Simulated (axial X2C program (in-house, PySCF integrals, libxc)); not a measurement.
**SnN⁺: bond curves with and without spin–orbit coupling**

Aim: find the lowest determinant of SnN⁺, scan the bond at several levels and fit the constants, once spin-free and once with spin–orbit coupling.

Method: all-electron X2C, Sn dyall-cv3z, N dyall-av3z; program: an in-house X2C program for linear molecules on PySCF integrals.

All values are calculated.

## 1. The job

Input file task.json:

```json
{
 "zs": [
  50,
  7
 ],
 "q": 1,
 "bas": [
  "dyall-cv3z",
  "dyall-av3z"
 ],
 "levels": [
  "PBE0",
  "HF",
  "PBEsol"
 ],
 "cc": true,
 "r0": 1.9,
 "thr": -1.0,
 "nmax": 90,
 "npts": 10,
 "nst": 2,
 "ntry": 6
}
```

Keys: zs atomic numbers; q charge; bas basis sets; levels methods (HF also brings MP2); cc coupled cluster on or off; r0 starting distance in Å; thr threshold in hartree for freezing inner shells (an s shell follows its p shell); nmax most natural virtual spinors; npts points asked for on the curve; nst determinants followed; ntry starts of the search.

Run with:

```
$ python so2c.py task.json out
```

Spin-free means the one-electron spin-free X2C Hamiltonian; two-component (2c) means X2C with spin–orbit coupling and atomic mean-field two-electron Coulomb and Gaunt terms. Basis: Sn dyall-cv3z contracted to [11s12p9d4f1g], N dyall-av3z contracted to [7s7p3d2f]; Gaussian nuclei, density fitting. Masses: Sn 119.902 u, N 14.003 u.

Notation: σ, π±, δ± give the projection m of an orbital's angular momentum (0, ±1, ±2), α and β its spin, Λ and M_S the sums; ω is the projection of a spinor's total angular momentum and Ω the sum. Logs are in hartree.

The results follow Hamiltonian by Hamiltonian and level by level.

## 2. Which state to follow

PBE0 moves the distance from 1.900 Å to 2.119 Å and compares determinants there.

Spin-free determinants:

```json
{"ΔE (eV)": "0.00", "state": "M_S = 1, Λ = 0", "open shells": "beyond closed shells: π+α, π-α"}
{"ΔE (eV)": "0.64", "state": "M_S = 1, Λ = 1", "open shells": "beyond closed shells: σα, π+α, π+β, π-α"}
{"ΔE (eV)": "1.18", "state": "M_S = 0, Λ = 1", "open shells": "beyond closed shells: σβ, π+α, π+β, π-α"}
{"ΔE (eV)": "1.48", "state": "M_S = 0, Λ = 0", "open shells": "beyond closed shells: π+β, π-α"}
{"ΔE (eV)": "1.48", "state": "M_S = 0, Λ = 2", "open shells": "beyond closed shells: π+α, π+β"}
{"ΔE (eV)": "2.03", "state": "M_S = 2, Λ = 1", "open shells": "beyond closed shells: σα, 2 × π+α, π-α"}
{"ΔE (eV)": "3.08", "state": "M_S = 1, Λ = 1", "open shells": "beyond closed shells: σβ, 2 × π+α, π-α"}
```

Two-component determinants:

| ΔE (eV) | state | open shells |
| --- | --- | --- |
| 0.00 | Ω = 1 | excess of +ω over −ω: ω = -1/2, ω = 3/2 |
| 0.57 | Ω = 2 | excess of +ω over −ω: ω = 1/2, ω = 3/2 |
| 1.25 | Ω = 1 | excess of +ω over −ω: 2 × ω = 1/2 |
| 1.44 | Ω = 0 | closed shell |
| 1.47 | Ω = 0 | closed shell |
| 2.24 | Ω = 3 | excess of +ω over −ω: 2 × ω = 3/2 |
| 2.91 | Ω = 0 | excess of +ω over −ω: 3 × ω = 1/2, ω = -3/2 |

## 3. PBE0, spin-free

State followed: M_S = 1, Λ = 0 (beyond closed shells: π+α, π-α). The scan is laid around 2.119 Å, a first estimate of the minimum, and this SCF restarts from the orbitals of the search.

Output at 2.119 Å:

```text
spin-free X2C-1e  PBE0
basis functions 186  fitting functions 940  grid points 5077
iter        total energy     max residual
   1      -6230.586845986     9.68e-06
   2      -6230.586845987     1.24e-05
converged
one-electron -8724.08623890  Coulomb 2578.99412641  exact exchange -42.57397035  xc functional -130.32615428  nuclear repulsion 87.40539114
```

Along the bond, energies from the lowest point:

| R (Å) | E (eV) | μ (D) | HOMO (eV) | LUMO (eV) | iterations |
| --- | --- | --- | --- | --- | --- |
| 1.843 | 0.7833 | -1.04 | -13.71 | -10.99 | 11 |
| 1.928 | 0.3166 | -1.30 | -13.59 | -10.67 | 11 |
| 1.992 | 0.1210 | -1.48 | -13.48 | -10.46 | 11 |
| 2.055 | 0.0235 | -1.66 | -13.36 | -10.28 | 11 |
| 2.119 | 0.0000 | -1.83 | -13.22 | -10.14 | 2 |
| 2.193 | 0.0419 | -2.00 | -13.05 | -10.00 | 12 |
| 2.267 | 0.1367 | -2.15 | -12.87 | -9.90 | 13 |
| 2.363 | 0.3087 | -2.31 | -12.64 | -9.82 | 13 |
| 2.479 | 0.5559 | -2.40 | -12.34 | -9.76 | 14 |
| 2.649 | 0.9058 | -2.27 | -11.96 | -9.71 | 14 |

Dipoles are positive if N is the positive end and refer to the centre of mass.

Outer orbitals at the reference distance:

```tsv
symmetry	occupied	ε (eV)	atomic character
σα	yes	-28.16	78% N s, 7% Sn p, 6% Sn d
σβ	yes	-24.71	71% N s, 10% Sn s, 7% Sn p
σα	yes	-18.89	60% Sn s, 26% N p, 8% N s
σβ	yes	-18.34	59% Sn s, 19% N p, 12% N s
π-α	yes	-15.45	89% N p, 7% Sn p, 3% Sn d
π+α	yes	-15.45	89% N p, 7% Sn p, 3% Sn d
σα	yes	-14.06	58% N p, 25% Sn p, 12% Sn s
σβ	yes	-13.22	59% N p, 28% Sn p, 7% Sn s
π-β	no	-10.14	62% Sn p, 33% N p, 4% N d
π+β	no	-10.14	62% Sn p, 33% N p, 4% N d
π+α	no	-9.17	81% Sn p, 9% N p, 6% N d
π-α	no	-9.17	81% Sn p, 9% N p, 6% N d
```

PBE0 fields in the half plane through the axis: z from -2.4 to 4.5 Å across, distance from the axis 0.15 to 2.25 Å upwards; Sn lies at z = 0 and N at z = 2.119 Å; the ELF is damped to zero where the density is low.

log10 density (e/bohr³). Ten even steps from '0' (-5.56 ) to '9' (1.82 ):
```
112222333222222222111000
122233333333333332221100
223334444443333333322110
233344455444444444332211
233445555555555555443221
334455666665556665543321
334456678766666666544322
334556789876667876554322
```

ELF. Ten even steps from '0' (0.00 ) to '9' (0.95 ):
```
000001110000000000000000
000145432100000000000000
003677653210011111100000
027987643221223344320000
169986422222356677652000
389985234322578899875200
599973478732688799986300
699963647461694839997400
```

Re = 2.111 Å, ωe = 555 cm⁻¹, ωexe = 3.02 cm⁻¹, Be = 0.3017 cm⁻¹, De = 1.76 eV, μ = -1.81 D.

## 4. HF, spin-free

Output at 2.119 Å:

```text
spin-free X2C-1e  HF
basis functions 186  fitting functions 940  grid points 5077
iter        total energy     max residual
   1      -6227.982602756     2.15e-01
   2      -6228.009830078     6.53e-03
   3      -6228.011338459     4.04e-03
   4      -6228.011689474     2.45e-03
   5      -6228.011855691     1.67e-03
   6      -6228.012013902     9.86e-04
   7      -6228.012103734     6.92e-04
   8      -6228.012155319     4.60e-04
   9      -6228.012171098     1.14e-04
  10      -6228.012172241     2.23e-05
  11      -6228.012172277     5.73e-06
  12      -6228.012172280     3.04e-06
  13      -6228.012172280     9.25e-07
converged
one-electron -8723.08736483  Coulomb 2578.08463574  exact exchange -170.41483433  xc functional 0.00000000  nuclear repulsion 87.40539114
```

No constants are quoted: the solution changes its character somewhere along the scan, so the fit is set aside.

## 5. PBEsol, spin-free

Output at 2.119 Å:

```text
spin-free X2C-1e  PBEsol
basis functions 186  fitting functions 940  grid points 5077
iter        total energy     max residual
   1      -6227.456563187     3.94e-01
   2      -6227.459071094     2.13e-02
   3      -6227.434010246     4.98e-02
   4      -6227.463353181     2.29e-03
   5      -6227.463431216     5.72e-04
   6      -6227.463436165     3.25e-04
   7      -6227.463437292     2.91e-05
   8      -6227.463437302     8.12e-06
   9      -6227.463437303     1.66e-06
converged
one-electron -8723.69366604  Coulomb 2578.51449039  exact exchange 0.00000000  xc functional -169.68965279  nuclear repulsion 87.40539114
```

Re = 2.128 Å, ωe = 535 cm⁻¹, ωexe = 2.76 cm⁻¹, Be = 0.2968 cm⁻¹, De = 2.25 eV, μ = -1.51 D.

## 6. Correlated methods, spin-free

Correlated methods: 8 electrons correlated (frozen shells, counted by type: Sn 4 s, 3 p, 2 d; N 1 s), 260 virtual spinors in MP2, 89 natural virtuals in coupled cluster.

Output of the correlated part at 2.119 Å:

```text
correlated 8  virtual 260  natural virtual 89  E(MP2) -0.182583589  MP2 remainder -0.004616993
iter   CCSD correlation   residual
   1     -0.195715558   1.16e-01
   2     -0.203997520   5.27e-02
   3     -0.205707869   2.20e-02
   4     -0.205967306   1.07e-02
   5     -0.206218861   5.07e-03
   6     -0.206250676   1.92e-03
   7     -0.206254519   6.24e-04
   8     -0.206260574   2.74e-04
   9     -0.206257014   1.38e-04
  10     -0.206256877   6.50e-05
  11     -0.206255937   2.60e-05
  12     -0.206256016   1.15e-05
  13     -0.206255995   5.05e-06
  14     -0.206255995   2.11e-06
(T) -0.007655724  T1 0.0389  D1 0.0595  max T2 0.095
```

T1 in the output is the amplitude norm over the root of the electron number; divide by √2 for the Lee–Taylor value.

MP2: No constants are quoted: the reference changes its character somewhere along the scan, so the fit is set aside.

CCSD: No constants are quoted: the reference changes its character somewhere along the scan, so the fit is set aside.

CCSD(T): No constants are quoted: the reference changes its character somewhere along the scan, so the fit is set aside.

## 7. A higher determinant, spin-free

State: M_S = 1, Λ = 1 (beyond closed shells: σα, π+α, π+β, π-α).

Output at the reference distance:

```text
spin-free X2C-1e  PBE0
basis functions 186  fitting functions 940  grid points 5077
iter        total energy     max residual
   1      -6230.563307560     1.35e-05
   2      -6230.563307551     4.00e-05
   3      -6230.563307564     4.45e-06
   4      -6230.563307564     2.29e-06
converged
one-electron -8723.70395255  Coulomb 2578.59179860  exact exchange -42.56208575  xc functional -130.29445900  nuclear repulsion 87.40539114
```

| R (Å) | E above the lowest PBE0 point (eV) |
| --- | --- |
| 1.843 | 0.771 |
| 1.928 | 0.568 |
| 1.992 | 0.533 |
| 2.055 | 0.565 |
| 2.119 | 0.641 |
| 2.193 | 0.758 |
| 2.267 | 0.884 |
| 2.363 | 1.037 |
| 2.479 | 1.194 |

Re = 1.989 Å, ωe = 604 cm⁻¹, ωexe = 7.49 cm⁻¹, Be = 0.3398 cm⁻¹, μ = -1.87 D. Te = 0.53 eV.

## 8. The spin-free curves together

Energy (eV) of the followed determinant, spin-free, from each level's lowest point:

| R (Å) | PBE0 | HF (jumps) | MP2 (its reference jumps) | CCSD (its reference jumps) | CCSD(T) (its reference jumps) | PBEsol |
| --- | --- | --- | --- | --- | --- | --- |
| 1.843 | 0.783 | 0.738 | 0.806 | n/a | n/a | 0.840 |
| 1.928 | 0.317 | 0.283 | 0.316 | 0.363 | 0.384 | 0.359 |
| 1.992 | 0.121 | 0.100 | 0.112 | 0.150 | 0.163 | 0.151 |
| 2.055 | 0.023 | 0.015 | 0.013 | 0.037 | 0.044 | 0.038 |
| 2.119 | 0.000 | 0.000 | 0.000 | 0.000 | 0.000 | 0.000 |
| 2.193 | 0.042 | 0.037 | 0.086 | 0.026 | 0.021 | 0.025 |
| 2.267 | 0.137 | 0.093 | 0.279 | 0.108 | 0.098 | 0.104 |
| 2.363 | 0.309 | 0.140 | 0.575 | 0.265 | 0.253 | 0.259 |
| 2.479 | 0.556 | 0.145 | 0.834 | n/a | n/a | 0.496 |
| 2.649 | 0.906 | 0.100 | 1.028 | n/a | n/a | 0.872 |

## 9. PBE0, 2c

State followed: Ω = 1 (excess of +ω over −ω: ω = -1/2, ω = 3/2). The scan is laid around 2.119 Å, a first estimate of the minimum, and this SCF restarts from the orbitals of the search.

Output at 2.119 Å:

```text
two-component X2C + atomic mean field  PBE0
basis functions 186  fitting functions 940  grid points 5077
iter        total energy     max residual
   1      -6227.985855192     1.08e-05
   2      -6227.985855200     6.65e-06
   3      -6227.985855202     4.66e-06
   4      -6227.985855205     1.63e-06
   5      -6227.985855205     8.68e-07
converged
one-electron -8716.66299329  Coulomb 2577.59518569  exact exchange -42.54878037  xc functional -130.25283457  nuclear repulsion 87.40539114  atomic mean-field constant -3.52182379
```

Along the bond, energies from the lowest point:

| R (Å) | E (eV) | μ (D) | HOMO (eV) | LUMO (eV) | iterations |
| --- | --- | --- | --- | --- | --- |
| 1.843 | 0.7778 | -1.02 | -13.76 | -11.08 | 14 |
| 1.928 | 0.3158 | -1.27 | -13.62 | -10.76 | 12 |
| 1.992 | 0.1214 | -1.46 | -13.51 | -10.56 | 11 |
| 2.055 | 0.0240 | -1.63 | -13.38 | -10.39 | 11 |
| 2.119 | 0.0000 | -1.79 | -13.24 | -10.25 | 5 |
| 2.193 | 0.0406 | -1.96 | -13.07 | -10.13 | 13 |
| 2.267 | 0.1333 | -2.10 | -12.89 | -10.03 | 13 |
| 2.363 | 0.3008 | -2.23 | -12.66 | -9.95 | 14 |
| 2.479 | 0.5384 | -2.27 | -12.36 | -9.88 | 15 |
| 2.649 | 0.8580 | -1.98 | -12.01 | -9.76 | 16 |

Dipoles are positive if N is the positive end and refer to the centre of mass.

Outer spinors at the reference distance:

```json
{"ω": "1/2", "occupied": "yes", "ε (eV)": "-28.19", "atomic character": "78% N s, 7% Sn p, 6% Sn d", "λ mixture": "100% σ"}
{"ω": "-1/2", "occupied": "yes", "ε (eV)": "-24.73", "atomic character": "71% N s, 10% Sn s, 7% Sn p", "λ mixture": "100% σ"}
{"ω": "1/2", "occupied": "yes", "ε (eV)": "-18.88", "atomic character": "60% Sn s, 26% N p, 8% N s", "λ mixture": "100% σ"}
{"ω": "-1/2", "occupied": "yes", "ε (eV)": "-18.33", "atomic character": "59% Sn s, 19% N p, 12% N s", "λ mixture": "100% σ"}
{"ω": "-1/2", "occupied": "yes", "ε (eV)": "-15.48", "atomic character": "88% N p, 7% Sn p, 3% Sn d", "λ mixture": "100% π"}
{"ω": "3/2", "occupied": "yes", "ε (eV)": "-15.47", "atomic character": "89% N p, 6% Sn p, 3% Sn d", "λ mixture": "100% π"}
{"ω": "1/2", "occupied": "yes", "ε (eV)": "-14.09", "atomic character": "58% N p, 25% Sn p, 12% Sn s", "λ mixture": "99% σ, 1% π"}
{"ω": "-1/2", "occupied": "yes", "ε (eV)": "-13.24", "atomic character": "58% N p, 29% Sn p, 7% Sn s", "λ mixture": "99% σ, 1% π"}
{"ω": "1/2", "occupied": "no", "ε (eV)": "-10.25", "atomic character": "63% Sn p, 31% N p, 4% N d", "λ mixture": "99% π, 1% σ"}
{"ω": "-3/2", "occupied": "no", "ε (eV)": "-10.01", "atomic character": "59% Sn p, 36% N p, 4% N d", "λ mixture": "100% π"}
{"ω": "-1/2", "occupied": "no", "ε (eV)": "-9.32", "atomic character": "80% Sn p, 10% N p, 6% N d", "λ mixture": "99% π, 1% σ"}
{"ω": "3/2", "occupied": "no", "ε (eV)": "-8.99", "atomic character": "81% Sn p, 9% N p, 6% N d", "λ mixture": "100% π"}
```

PBE0 fields in the half plane through the axis: z from -2.4 to 4.5 Å across, distance from the axis 0.15 to 2.25 Å upwards; Sn lies at z = 0 and N at z = 2.119 Å; the ELF is damped to zero where the density is low.

log10 density (e/bohr³). Ten even steps from '0' (-5.56 ) to '9' (1.82 ):
```
112222333222222222111000
122233333333333332221100
223334444443333333322110
233344455444444444332211
233445555555555555443221
334455666665556665543321
334456678766666666544322
334556789876667876554322
```

ELF. Ten even steps from ' ' (0.00 ) to '@' (0.95 ):
```
          ......                                
      ..==++==--::..                            
    --**####**++--::..    ............          
  ::##%%%%##**==--::::..::::----====--::        
..**@@@@%%**==::::::::::--++****####**++::      
--%%@@@@%%++::--==--::::++##%%%%@@@@%%##++::    
++@@@@@@##--==##%%##--::**%%%%##@@@@@@%%**--    
**@@@@@@**--**==##==**..**@@==%%--@@@@@@##==    
```

Re = 2.112 Å, ωe = 551 cm⁻¹, ωexe = 3.13 cm⁻¹, Be = 0.3015 cm⁻¹, De = 1.53 eV, μ = -1.77 D.

## 10. HF, 2c

The SCF at the reference distance of 2.119 Å:

```text
two-component X2C + atomic mean field  HF
basis functions 186  fitting functions 940  grid points 5077
iter        total energy     max residual
   1      -6225.379361746     2.15e-01
   2      -6225.406585763     6.49e-03
   3      -6225.408109270     4.18e-03
   4      -6225.408475119     2.51e-03
   5      -6225.408655951     1.73e-03
   6      -6225.408842773     1.05e-03
   7      -6225.408966187     7.75e-04
   8      -6225.409059854     5.19e-04
   9      -6225.409111240     2.86e-04
  10      -6225.409129962     2.63e-04
  11      -6225.409145535     2.10e-04
  12      -6225.409168909     1.15e-04
  13      -6225.409174519     4.83e-05
  14      -6225.409175220     3.41e-05
  15      -6225.409175431     2.03e-05
  16      -6225.409175475     1.69e-05
  17      -6225.409175493     1.49e-05
  18      -6225.409175503     1.12e-05
  19      -6225.409175508     6.20e-06
  20      -6225.409175510     1.90e-06
converged
one-electron -8715.69379561  Coulomb 2576.71630283  exact exchange -170.31525008  xc functional 0.00000000  nuclear repulsion 87.40539114  atomic mean-field constant -3.52182379
```

No constants are quoted: the lowest point is the long end of the scan.

## 11. PBEsol, 2c

Output at 2.119 Å:

```text
two-component X2C + atomic mean field  PBEsol
basis functions 186  fitting functions 940  grid points 5077
iter        total energy     max residual
   1      -6224.858383281     3.94e-01
   2      -6224.860788795     2.17e-02
   3      -6224.834694516     5.11e-02
   4      -6224.865159038     2.27e-03
   5      -6224.865234350     6.08e-04
   6      -6224.865239653     3.43e-04
   7      -6224.865240893     2.89e-05
   8      -6224.865240903     9.17e-06
   9      -6224.865240904     1.63e-06
converged
one-electron -8716.27018308  Coulomb 2577.11555694  exact exchange 0.00000000  xc functional -169.59418210  nuclear repulsion 87.40539114  atomic mean-field constant -3.52182379
```

No constants are quoted: the solution changes its character somewhere along the scan, so the fit is set aside.

## 12. Correlated methods, 2c

Correlated methods: 8 electrons correlated (frozen shells, counted by type: Sn 4 s, 3 p, 2 d; N 1 s), 260 virtual spinors in MP2, 90 natural virtuals in coupled cluster.

Output of the correlated part at 2.119 Å:

```text
correlated 8  virtual 260  natural virtual 90  E(MP2) -0.181351330  MP2 remainder -0.004418412
iter   CCSD correlation   residual
   1     -0.194786013   1.16e-01
   2     -0.203284016   5.42e-02
   3     -0.205078431   2.41e-02
   4     -0.205492864   1.33e-02
   5     -0.205874466   7.08e-03
   6     -0.205933951   3.32e-03
   7     -0.205948998   1.75e-03
   8     -0.205963579   9.84e-04
   9     -0.205954009   5.13e-04
  10     -0.205956954   2.65e-04
  11     -0.205954557   1.51e-04
  12     -0.205955891   9.84e-05
  13     -0.205955973   6.22e-05
  14     -0.205956216   3.75e-05
  15     -0.205956368   1.89e-05
  16     -0.205956304   9.77e-06
  17     -0.205956275   4.84e-06
  18     -0.205956280   2.55e-06
(T) -0.007662765  T1 0.0474  D1 0.0906  max T2 0.093
```

MP2: No constants are quoted: the reference changes its character somewhere along the scan, so the fit is set aside.

CCSD: No constants are quoted: the reference changes its character somewhere along the scan, so the fit is set aside.

CCSD(T): No constants are quoted: the reference changes its character somewhere along the scan, so the fit is set aside.

## 13. A higher determinant, 2c

State: Ω = 2 (excess of +ω over −ω: ω = 1/2, ω = 3/2).

Output at the reference distance:

```text
two-component X2C + atomic mean field  PBE0
basis functions 186  fitting functions 940  grid points 5077
iter        total energy     max residual
   1      -6227.964869681     1.33e-05
   2      -6227.964869690     1.75e-05
   3      -6227.964869692     1.49e-05
   4      -6227.964869696     3.62e-06
   5      -6227.964869697     2.39e-06
converged
one-electron -8716.38387289  Coulomb 2577.29743424  exact exchange -42.53837568  xc functional -130.22362270  nuclear repulsion 87.40539114  atomic mean-field constant -3.52182379
```

| R (Å) | E above the lowest PBE0 point (eV) |
| --- | --- |
| 1.843 | 0.726 |
| 1.928 | 0.520 |
| 1.992 | 0.480 |
| 2.055 | 0.505 |
| 2.119 | 0.571 |
| 2.193 | 0.674 |
| 2.267 | 0.784 |
| 2.363 | 0.918 |
| 2.479 | 1.051 |

Re = 1.995 Å, ωe = 582 cm⁻¹, ωexe = 8.77 cm⁻¹, Be = 0.3379 cm⁻¹, μ = -1.76 D. Te = 0.48 eV.

## 14. The 2c curves together

Energy (eV) of the followed determinant, 2c, from each level's lowest point:

| R (Å) | PBE0 | HF (jumps) | MP2 (its reference jumps) | CCSD (its reference jumps) | CCSD(T) (its reference jumps) | PBEsol (jumps) |
| --- | --- | --- | --- | --- | --- | --- |
| 1.843 | 0.778 | 1.052 | 0.781 | n/a | n/a | 0.969 |
| 1.928 | 0.316 | 0.600 | 0.295 | 0.360 | 0.380 | 0.358 |
| 1.992 | 0.121 | 0.417 | 0.093 | 0.148 | 0.161 | 0.151 |
| 2.055 | 0.024 | 0.330 | 0.000 | 0.036 | 0.042 | 0.039 |
| 2.119 | 0.000 | 0.310 | 0.003 | 0.000 | 0.000 | 0.000 |
| 2.193 | 0.041 | 0.327 | 0.167 | 0.036 | 0.031 | 0.024 |
| 2.267 | 0.133 | 0.313 | 0.564 | 0.177 | 0.161 | 0.101 |
| 2.363 | 0.301 | 0.221 | 0.786 | 0.390 | 0.364 | 0.252 |
| 2.479 | 0.538 | 0.110 | 0.820 | n/a | n/a | 0.483 |
| 2.649 | 0.858 | 0.000 | 0.813 | n/a | n/a | 0.846 |

The whole job took 97 s on 1 thread of AMD EPYC 9R45 (Zen 5), shared host; peak memory 0.55 GiB.

## 15. What came out

Lowest determinant that the search found at its distance, spin-free: M_S = 1, Λ = 0 (beyond closed shells: π+α, π-α).

Lowest determinant that the search found at its distance, 2c: Ω = 1 (excess of +ω over −ω: ω = -1/2, ω = 3/2).

```tsv
Hamiltonian	level	Re (Å)	ωe (cm⁻¹)	De (eV)	μ (D)
spin-free	PBE0	2.111	555	1.76	-1.81
spin-free	PBEsol	2.128	535	2.25	-1.51
2c	PBE0	2.112	551	1.53	-1.77
```

Dipoles are positive if N is the positive end and refer to the centre of mass. No constants: spin-free HF (the solution changes its character somewhere along the scan, so the fit is set aside); spin-free MP2 (the reference changes its character somewhere along the scan, so the fit is set aside); spin-free CCSD (the reference changes its character somewhere along the scan, so the fit is set aside); spin-free CCSD(T) (the reference changes its character somewhere along the scan, so the fit is set aside); 2c HF (the lowest point is the long end of the scan); 2c MP2 (the reference changes its character somewhere along the scan, so the fit is set aside); 2c CCSD (the reference changes its character somewhere along the scan, so the fit is set aside); 2c CCSD(T) (the reference changes its character somewhere along the scan, so the fit is set aside); 2c PBEsol (the solution changes its character somewhere along the scan, so the fit is set aside).

Time per point (s) on 1 thread of AMD EPYC 9R45 (Zen 5), shared host (2c runs); the times are rough: PBE0 0.53.

At PBE0, going from spin-free to two-component changes Re by +1 mÅ, ωe by -0.7 %; the spin-free picture holds up (part of it comes from the scalar share of the two-electron terms). De moves by -0.23 eV; both De rest on single-determinant atoms, which can miss part of an open shell's spin–orbit lowering.

De refers to Sn+ + N, each in the lowest determinant found, which need not be this curve's own limit. Each curve is one determinant whose occupation by symmetry is held fixed; it was picked as the lowest of a PBE0 search that is not exhaustive. Dissociation energies refer to the lowest single-determinant-based atoms at the same level and basis. Density functionals use the spin component along the axis (collinear). With several unpaired electrons one determinant need not be a pure state.
